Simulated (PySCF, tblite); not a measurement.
**C8H12BN: geometry, infrared bands and NMR shifts**

Wanted: the infrared bands and NMR shifts of C8H12BN (`C=CCC#CBN1CCC1`), by calculation.

The runs use tblite 0.8.0 and PySCF 2.14.0, with density-fitted response routines of our own; the level of theory stands in each step. All values are computed, except where a source is named. Atoms count from 0, in the outputs and in this text.

### 1 The molecule as given

22 atoms, charge 0, multiplicity 1; geometry from: force field or distance geometry start.

Bonds of the start (Å): C0–C1 1.33, C1–C2 1.52, C2–C3 1.47, C3–C4 1.21, C4–B5 1.53, B5–N6 1.54, N6–C7 1.47, C7–C8 1.52, C8–C9 1.51, C9–N6 1.47, C0–H10 1.09, C0–H11 1.09, C1–H12 1.08, C2–H13 1.11, C2–H14 1.11, B5–H15 1.19, C7–H16 1.11, C7–H17 1.10, C8–H18 1.11, C8–H19 1.11, C9–H20 1.11, C9–H21 1.11.

### 2 Relaxing the molecule with GFN2-xTB

What the job is given:

```
{"job": {"kind": "relax", "xc": "GFN2-xTB", "basis": "xTB"}, "charge": 0, "multiplicity": 1}
C      3.237100     0.465400    -2.593300
C      3.376800    -0.762400    -2.114500
C      3.327700    -1.051400    -0.627700
C      1.953800    -0.845000    -0.136200
C      0.832600    -0.691600     0.291900
B     -0.597500    -0.480800     0.802100
N     -1.562400     0.431000     0.023200
C     -2.223000     1.403600     0.910700
C     -3.588500     0.761100     0.713000
C     -2.870100    -0.219000    -0.182400
H      3.290500     0.640300    -3.663300
H      3.034500     1.306200    -1.930700
H      3.581500    -1.583500    -2.779300
H      3.623000    -2.100700    -0.446300
H      4.013300    -0.370300    -0.082300
H     -0.937400    -1.018000     1.813100
H     -1.901400     1.384600     1.977100
H     -2.181700     2.414600     0.469100
H     -3.988600     0.296400     1.644100
H     -4.299500     1.418700     0.166700
H     -3.184100    -0.113900    -1.244500
H     -2.946900    -1.266000     0.183300
```

On the command line:

```console
$ OMP_NUM_THREADS=1 python probes_run.py task.json out
```

One launch serves the whole session: the jobs run in the order shown.

**Question.** This job is followed by: GFN2-xTB harmonic vibrations, gas phase; GIAO PBE0/pcSseg-1 NMR shielding, non-relativistic, gas phase. Predict these results of the whole session: strongest single infrared mode (GFN2-xTB); zero-point energy (GFN2-xTB); 13C shifts against TMS (PBE0/pcSseg-1, means over atoms taken as alike); 1H shifts against TMS (PBE0/pcSseg-1, means over atoms taken as alike); 11B shifts against BF3·OEt2 (PBE0/pcSseg-1); 15N shifts against NH3 (PBE0/pcSseg-1).

The runs gave:

| quantity | value |
| --- | --- |
| strongest single infrared mode (GFN2-xTB) | 2596 cm⁻¹, 198 km/mol |
| zero-point energy (GFN2-xTB) | 112.9 kcal/mol |
| 13C shifts against TMS (PBE0/pcSseg-1, means over atoms taken as alike) | 143.9, 122.1, 118.3, 94.6, 52.0, 30.2, 17.7 ppm |
| 1H shifts against TMS (PBE0/pcSseg-1, means over atoms taken as alike) | 6.14, 5.34, 5.29, 4.40, 4.29, 3.20, 2.24 ppm |
| 11B shifts against BF3·OEt2 (PBE0/pcSseg-1) | 25.1 ppm |
| 15N shifts against NH3 (PBE0/pcSseg-1) | 145.3 ppm |

What this shows: Relaxing lowered the energy by 1.629 eV in 171 steps; the close pair that moved most is B5–N6, from 1.539 to 1.378 Å. All 60 modes are real, so the xTB geometry is a minimum. The strongest single mode, at 2596 cm⁻¹, moves mainly H15. GFN2-xTB is a fitted tight-binding method: band positions and strengths are rough. Its intensities can rank the bands wrongly. The most deshielded carbon is C1 (alkene CH), at 143.9 ppm: the olefinic region. The most deshielded hydrogen is H12 (hydrogen on an alkene CH), at 6.14 ppm: a vinylic proton, deshielded by the sp2 carbon and the C=C anisotropy. At PBE0/pcSseg-1: The widest tensor belongs to C4: span 258 ppm, with a paramagnetic part of -166 ppm.
